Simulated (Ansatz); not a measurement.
**BH6NSi2: basis-set convergence**

Aim: see how fast density functionals converge with the basis set for BH6NSi2.

Method: one geometry, several basis sets; program: Ansatz 0.2.0, Gaussian basis.

Levels to be run: PBE0-D4/def2-SVP; ωB97M-V/def2-SVP; PBE0-D4/def2-QZVPP; ωB97M-V/def2-QZVPP; the functionals' def2-TZVPP values are taken from earlier runs.

## 1. Structure used throughout

All runs share one geometry, relaxed beforehand with PBE0-D4 in a triple-zeta def2 set.

10 atoms, charge 0, spin multiplicity 1.

Atoms are counted from 1 here; the program's logs count them from 0.

Bond lengths: Si1–Si2 2.333 Å, Si1–H5 1.490 Å, Si1–H6 1.489 Å, Si1–H7 1.487 Å, Si2–B3 1.940 Å, Si2–N4 1.767 Å, Si2–H8 1.491 Å, B3–N4 1.373 Å, B3–H9 1.187 Å, N4–H10 1.008 Å. Angles: Si2–Si1–H5 112.0°, Si2–Si1–H6 109.8°, Si2–Si1–H7 109.4°, H5–Si1–H6 108.0°, H5–Si1–H7 108.6°, H6–Si1–H7 108.9°, Si1–Si2–B3 125.3°, Si1–Si2–N4 115.4°, Si1–Si2–H8 112.2°, B3–Si2–N4 43.2°, B3–Si2–H8 122.4°, N4–Si2–H8 113.8°, Si2–B3–N4 61.7°, Si2–B3–H9 161.2°, N4–B3–H9 137.1°, Si2–N4–B3 75.1°, Si2–N4–H10 146.7°, B3–N4–H10 138.1°.

Coordinates:

```
Si   -1.4174    0.8532   -0.8064
Si   -0.1409   -0.7426    0.3189
B     1.3744   -0.3602    1.4676
N     1.6090   -0.5807    0.1334
H    -1.4653    0.5966   -2.2731
H    -2.8138    0.8378   -0.2907
H    -0.8345    2.2029   -0.5797
H    -0.6431   -2.1277    0.0929
H     2.0178   -0.1160    2.4351
H     2.3970   -0.6147   -0.4950
```

## 2. PBE0-D4 in def2-SVP

Input file in.yaml:

```yaml
crystal:
  periodic: [false, false, false]
  atoms:
    - {symbol: Si, position_ang: [-1.417372, 0.853242, -0.806393]}
    - {symbol: Si, position_ang: [-0.140907, -0.742570, 0.318918]}
    - {symbol: B, position_ang: [1.374443, -0.360196, 1.467599]}
    - {symbol: N, position_ang: [1.608966, -0.580698, 0.133379]}
    - {symbol: H, position_ang: [-1.465337, 0.596615, -2.273105]}
    - {symbol: H, position_ang: [-2.813842, 0.837793, -0.290652]}
    - {symbol: H, position_ang: [-0.834516, 2.202891, -0.579717]}
    - {symbol: H, position_ang: [-0.643073, -2.127674, 0.092947]}
    - {symbol: H, position_ang: [2.017774, -0.115951, 2.435061]}
    - {symbol: H, position_ang: [2.396963, -0.614654, -0.495037]}
basis:
  gaussian: {orbitals: def2-SVP}
hamiltonian: {xc: pbe0, dispersion: d4}
output: {orbitals: {seedname: orbitals}}
```

Run with:

```bash
$ ansatz run in.yaml --threads 2 --pin off --events-out ev --progress --plain --max-ram 4352MiB
```

After this run come: ωB97M-V in def2-SVP; PBE0-D4 in def2-QZVPP; ωB97M-V in def2-QZVPP.

Before running them: what should the planned runs give, taken together? Wanted: PBE0-D4: double and triple zeta above quadruple; ωB97M-V: double and triple zeta above quadruple.

The runs gave:

```
                                       quantity          value
PBE0-D4: double and triple zeta above quadruple  8.70, 0.66 eV
ωB97M-V: double and triple zeta above quadruple  8.79, 0.62 eV
```

PBE0-D4 gains 8.03 eV from double to triple zeta, then 0.66 eV more. Total energies overstate the basis error of differences, where much of it tends to cancel. The LUMO of ωB97M-V is positive and keeps falling with the basis (1.51 to 0.93 eV): an unbound level that the basis holds in place.
